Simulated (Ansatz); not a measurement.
# CH₅BBrN: one species, many methods

An exercise on one series of results from a longer session: the logs are not shown, and one member is left open.

Program: Ansatz 0.2.0, Gaussian basis. Level of theory: functionals in def2-TZVPP, the program's frozen cores in correlated methods. These are calculated values, not measurements.

Levels to be run: LDA (SPW92), PBE-D4, revPBE-D4, BLYP-D4, r2SCAN-D4, B97M-V, PBE0-D4, B3LYP-D4, r2SCANh-D4, r2SCAN0-D4, HSE06-D4, BHLYP-D4, CAM-B3LYP-D4, LC-ωPBE, ωB97X-V, ωB97M-V, B2PLYP, PBE-QIDH; CCSD(T)/def2-SVP; CCSD(T)/def2-TZVPP; MP2/def2-QZVPP; extrapolation to the limit; RPA on PBE.

## Structure used throughout

All runs share one geometry, relaxed beforehand with PBE0-D4 in a triple-zeta def2 set.

SMILES `CNBBr`, 9 atoms, charge 0, spin multiplicity 1.

Atoms are counted from 1 here; the program's logs count them from 0.

Bond lengths: C1–N2 1.446 Å, C1–H5 1.094 Å, C1–H6 1.094 Å, C1–H7 1.090 Å, N2–B3 1.378 Å, N2–H8 1.009 Å, B3–Br4 1.934 Å, B3–H9 1.191 Å. Angles: N2–C1–H5 111.3°, N2–C1–H6 111.3°, N2–C1–H7 109.2°, H5–C1–H6 108.3°, H5–C1–H7 108.3°, H6–C1–H7 108.3°, C1–N2–B3 125.8°, C1–N2–H8 114.9°, B3–N2–H8 119.2°, N2–B3–Br4 119.5°, N2–B3–H9 122.0°, Br4–B3–H9 118.5°.

Coordinates:

```xyz
9
charge 0, multiplicity 1
C    -0.1570    1.1962   -0.0360
N    -0.3865   -0.2202    0.1390
B     0.5361   -1.2203   -0.0804
Br    0.0297   -3.0637    0.2130
H    -0.3006    1.7411    0.9013
H    -0.8314    1.6188   -0.7861
H     0.8680    1.3544   -0.3699
H    -1.3144   -0.4655    0.4499
H     1.6445   -0.9872   -0.4478
```

The first run:

File in.yaml:

```yaml
crystal:
  periodic: [false, false, false]
  atoms:
    - {symbol: C, position_ang: [-0.156970, 1.196236, -0.035987]}
    - {symbol: N, position_ang: [-0.386478, -0.220213, 0.138975]}
    - {symbol: B, position_ang: [0.536102, -1.220325, -0.080444]}
    - {symbol: Br, position_ang: [0.029728, -3.063695, 0.213003]}
    - {symbol: H, position_ang: [-0.300634, 1.741119, 0.901321]}
    - {symbol: H, position_ang: [-0.831406, 1.618776, -0.786128]}
    - {symbol: H, position_ang: [0.868016, 1.354367, -0.369855]}
    - {symbol: H, position_ang: [-1.314418, -0.465471, 0.449872]}
    - {symbol: H, position_ang: [1.644459, -0.987195, -0.447758]}
basis:
  gaussian: {orbitals: def2-TZVPP}
hamiltonian: {xc: lda}
output: {orbitals: {seedname: orbitals}}
```

Steps of the session up to this table: LDA; PBE-D4 (GGA); revPBE-D4 (GGA); BLYP-D4 (GGA); r2SCAN-D4 (meta-GGA); B97M-V (meta-GGA); PBE0-D4 (hybrid); B3LYP-D4 (hybrid); r2SCANh-D4 (hybrid); r2SCAN0-D4 (hybrid); HSE06-D4 (hybrid); BHLYP-D4 (hybrid); CAM-B3LYP-D4 (range-separated); LC-ωPBE (range-separated); ωB97X-V (range-separated); ωB97M-V (range-separated); B2PLYP (double hybrid); PBE-QIDH (double hybrid).

One of the session's tables, all rows but one given; the rest of the session is left out.

It belongs to the step «Frontier levels by functional». 

| functional | HOMO (eV) | gap (eV) |
| --- | --- | --- |
| LDA (SPW92) | -6.56 | 5.43 |
| PBE-D4 | -6.41 | 5.52 |
| revPBE-D4 | -6.36 | 5.57 |
| BLYP-D4 | -6.26 | 5.52 |
| r2SCAN-D4 | -6.69 | 6.11 |
| B97M-V | ? | ? |
| PBE0-D4 | -7.67 | 7.72 |
| B3LYP-D4 | -7.43 | 7.27 |
| r2SCANh-D4 | -7.16 | 6.91 |
| r2SCAN0-D4 | -7.87 | 8.10 |
| HSE06-D4 | -7.28 | 6.94 |
| BHLYP-D4 | -8.82 | 9.85 |
| CAM-B3LYP-D4 | -9.00 | 10.13 |
| LC-ωPBE | -10.38 | 12.64 |
| ωB97X-V | -10.01 | 12.18 |
| ωB97M-V | -9.90 | 11.83 |

**Question.** Estimate the row for B97M-V.

**Answer.** HOMO (eV): -6.77; gap (eV): 6.19. In the column «HOMO (eV)» it lies between r2SCANh-D4 (-7.16) and r2SCAN-D4 (-6.69).
